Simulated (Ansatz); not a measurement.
**C₂H₆BFO: one species, many methods**

Aim: compute C₂H₆BFO with functionals from several rungs and with coupled cluster. The yardstick is the atomisation energy at the CCSD(T) limit.

Computed with Ansatz 0.2.0, Gaussian basis. Level: functionals in def2-TZVPP, the program's frozen cores in correlated methods.

The runs, in order: PBE-D4, r2SCAN-D4, PBE0-D4, B3LYP-D4, ωB97X-V, ωB97M-V, B2PLYP; CCSD(T)/def2-TZVPP; MP2/def2-QZVPP; extrapolation to the limit.

## Step 1: The relaxed structure

An earlier PBE0-D4/def2-TZVP relaxation fixed the geometry.

SMILES `CBC(O)F`, 11 atoms, charge 0, spin multiplicity 1.

Atoms are counted from 1 here; the program's logs count them from 0.

Bond lengths: C1–B2 1.547 Å, C1–H6 1.103 Å, C1–H7 1.093 Å, C1–H8 1.091 Å, B2–C3 1.592 Å, B2–H9 1.196 Å, C3–O4 1.374 Å, C3–F5 1.413 Å, C3–H10 1.098 Å, O4–H11 0.962 Å. Angles: B2–C1–H6 104.3°, B2–C1–H7 115.1°, B2–C1–H8 114.4°, H6–C1–H7 106.1°, H6–C1–H8 105.7°, H7–C1–H8 110.2°, C1–B2–C3 121.9°, C1–B2–H9 122.2°, C3–B2–H9 115.6°, B2–C3–O4 110.8°, B2–C3–F5 103.3°, B2–C3–H10 116.0°, O4–C3–F5 110.3°, O4–C3–H10 111.5°, F5–C3–H10 104.3°, C3–O4–H11 109.7°.

## Step 2: PBE-D4 (GGA)

Input file in.yaml:

```yaml
crystal:
  periodic: [false, false, false]
  atoms:
    - {symbol: C, position_ang: [-1.598336, 0.217121, 0.462401]}
    - {symbol: B, position_ang: [-0.085604, -0.032908, 0.670657]}
    - {symbol: C, position_ang: [0.935631, -0.078905, -0.549521]}
    - {symbol: O, position_ang: [1.913615, -1.019459, -0.333498]}
    - {symbol: F, position_ang: [1.494910, 1.218223, -0.553003]}
    - {symbol: H, position_ang: [-1.696909, 1.316099, 0.473575]}
    - {symbol: H, position_ang: [-1.994420, -0.113378, -0.500650]}
    - {symbol: H, position_ang: [-2.231485, -0.144099, 1.274267]}
    - {symbol: H, position_ang: [0.406027, -0.097085, 1.758978]}
    - {symbol: H, position_ang: [0.489288, -0.184677, -1.547412]}
    - {symbol: H, position_ang: [2.432683, -1.137831, -1.135294]}
basis:
  gaussian: {orbitals: def2-TZVPP}
hamiltonian: {xc: pbe, dispersion: d4}
output: {forces: true, orbitals: {seedname: orbitals}}
```

Run with:

```bash
$ ansatz run in.yaml --threads 4 --pin off --events-out ev --progress --plain --max-ram 10444MiB
```

Further steps of the session: r2SCAN-D4 (meta-GGA); PBE0-D4 (hybrid); B3LYP-D4 (hybrid); ωB97X-V (range-separated); ωB97M-V (range-separated); B2PLYP (double hybrid); CCSD(T) in def2-TZVPP; MP2 in def2-QZVPP.

Before running them: what should the planned runs give, taken together? Wanted: atomisation energy, CCSD(T)/CBS; farthest; mean size of error, hybrid; mean size of error, range-separated; gap, smallest and largest; T1 diagnostic; triples share of the correlation energy.

As calculated:

```
                               quantity                                 value
        atomisation energy, CCSD(T)/CBS                       1000.8 kcal/mol
functionals within 5.0 kcal/mol (0.5 %)                     B3LYP-D4, ωB97X-V
                               farthest               PBE-D4 (+27.4 kcal/mol)
             mean size of error, hybrid                          4.6 kcal/mol
    mean size of error, range-separated                          5.2 kcal/mol
              gap, smallest and largest  4.59 eV (PBE-D4), 11.95 eV (ωB97X-V)
                          T1 diagnostic                                0.0122
triples share of the correlation energy                                 3.4 %
```

What this shows: PBE-D4 misses by +27.4 kcal/mol, or 2.7 kcal/mol for each of 10 bonds. Double hybrids carry the basis error of their MP2 part in triple zeta, and no dispersion term here, so their miss is partly the set-up's. The reference freezes the cores and leaves out relativity and excitations past (T), so misses under about 5.0 kcal/mol can't be ranked. Hartree-Fock recovers 74 % of the binding; the rest is correlation. Orbital gaps span 4.6 to 11.9 eV; exact exchange widens them.
